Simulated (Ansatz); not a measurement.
# U-r2SCAN0/cc-pVTZ run of PO (Phosphorus monoxide)

Aim: the electronic atomisation energy of PO (Phosphorus monoxide) at U-r2SCAN0/cc-pVTZ, from 3 runs. 

The calculation is run with Ansatz 0.2.0.

35 further runs of the same task are left out: 35 set aside as unsound or not needed.

## Step 1: The molecule

PO: 2 atoms, total charge 0, spin state doublet. As SMILES, `O=[P]`. The coordinates come from a PBE0-D4/def2-TZVP relaxation.

Bond lengths: O1–P2 1.474 Å.

## Step 2: A single-point energy at U-r2SCAN0/cc-pVTZ

The input, job.yaml:

```yaml
crystal:
  periodic: [false, false, false]
  atoms:
    - {symbol: O, position_ang: [0.000000, -0.000000, -0.009450]}
    - {symbol: P, position_ang: [-0.000000, 0.000000, 1.464540]}
basis:
  gaussian: {orbitals: cc-pVTZ}
hamiltonian: {xc: {name: r2SCAN0}}
accuracy: high
magnetization: {spin_polarized: true, initial_magnetization: 1}
output: {orbitals: {seedname: orbitals}}
```

Launch:

```console
$ ansatz run job.yaml --threads 1 --pin off --max-ram 3480MiB --events-out events.jsonl --progress --plain --runs-dir runs
```

Standard output:

```text
Warning: RAYON_NUM_THREADS=1 ignored (pool sized by the plan → 1); use --threads N
Functional definition: r2SCAN0
  name "r2SCAN0"
  parameter a = 0.25
  parameter k0 = 0.174
  parameter k1 = 0.065
  parameter a1 = 4.9479
  exchange = (1 - a)*r2scan_x(k0 = k0, k1 = k1, a1 = a1) + a*exact_x
  correlation = r2scan_c
886 factors; integrals over basis functions are off by at most 4.0e-9 eV
mean field evaluation 1: about -11328.2038 eV, gradient 3.8e1 eV
mean field evaluation 2: about -11291.2029 eV, gradient 9.6e1 eV
mean field evaluation 4: about -11333.3863 eV, gradient 1.7e0 eV
mean field evaluation 8: about -11333.4996 eV, gradient 2.1e-1 eV
mean field evaluation 16: about -11333.4998 eV, gradient 1.5e-3 eV
mean field evaluation 32: about -11333.4998 eV, gradient 3.7e-8 eV
mean field -11333.49983655 eV, -416.4984368713 hartree, gradient 3.7e-8 eV, S^2 0.759228; 0 other end points of the search recorded, 0 dependent functions left out
reference -11333.49983760 eV, -416.4984369097 hartree; 12, 11 occupied and 52, 53 virtual orbitals, 886 factors
Total energy: -11333.49983760 eV, -416.4984369097 hartree
```

Wall time 6.3 s (1 thread of Arm Neoverse V2, shared host); peak memory 0.21 GiB.

## Step 3: The O atom at the same level

The input, job.yaml:

```yaml
crystal:
  periodic: [false, false, false]
  atoms:
    - {symbol: O, position_ang: [0.000000, 0.000000, 0.000000]}
basis:
  gaussian:
    orbitals: cc-pVTZ
magnetization:
  spin_polarized: true
  initial_magnetization: 2
hamiltonian:
  xc: {name: r2SCAN0}
accuracy: high
```

Run the same way, it converges to -75.05246 Eh (log not shown).

## Step 4: The P atom, same level

The input, input.yaml:

```yaml
basis:
  gaussian:
    orbitals: cc-pVTZ
crystal:
  periodic: [false, false, false]
  atoms:
    - {symbol: P, position_ang: [0.000000, 0.000000, 0.000000]}
magnetization:
  spin_polarized: true
  initial_magnetization: 3
hamiltonian:
  xc: {name: r2SCAN0}
accuracy: high
```

Launch:

```console
$ ansatz run input.yaml --threads 1 --pin off --max-ram 3480MiB --events-out events.jsonl --progress --plain --runs-dir runs
```

Standard output:

```text
Warning: RAYON_NUM_THREADS=1 ignored (pool sized by the plan → 1); use --threads N
[... 8 set-up lines as earlier in the session ...]
333 factors; integrals over basis functions are off by at most 3.8e-9 eV
mean field evaluation 1: about -9285.6432 eV, gradient 2.8e0 eV
mean field evaluation 2: about -9285.6877 eV, gradient 1.1e0 eV
mean field evaluation 4: about -9285.6912 eV, gradient 1.9e-1 eV
mean field evaluation 8: about -9285.6915 eV, gradient 8.8e-5 eV
mean field -9285.69149950 eV, -341.2428685389 hartree, gradient 2.1e-8 eV, S^2 3.750230; 0 other end points of the search recorded, 0 dependent functions left out
reference -9285.69150065 eV, -341.2428685812 hartree; 9, 6 occupied and 25, 28 virtual orbitals, 333 factors
Total energy: -9285.69150065 eV, -341.2428685812 hartree
```

Run time: 1.7 s. Hardware: 1 thread of Arm Neoverse V2, shared host; peak memory 0.12 GiB.

## Step 5: Summary of results

At U-r2SCAN0/cc-pVTZ:

| quantity | value |
| --- | --- |
| molecule: total energy | -416.49844 Eh |
| molecule: HOMO energy (highest over α and β) | -6.03 eV |
| molecule: LUMO energy (lowest over α and β) | -3.21 eV |
| molecule: ⟨S²⟩ | 0.759 |
| O atom: total energy | -75.05246 Eh |
| O atom: ⟨S²⟩ | 2.005 |
| P atom: total energy | -341.24287 Eh |
| P atom: ⟨S²⟩ | 3.750 |
| electronic atomisation energy | 5.527 eV |

**Reading.** Taking the molecule apart into free atoms costs 5.53 eV (127 kcal/mol), before zero-point energy and without spin-orbit coupling.
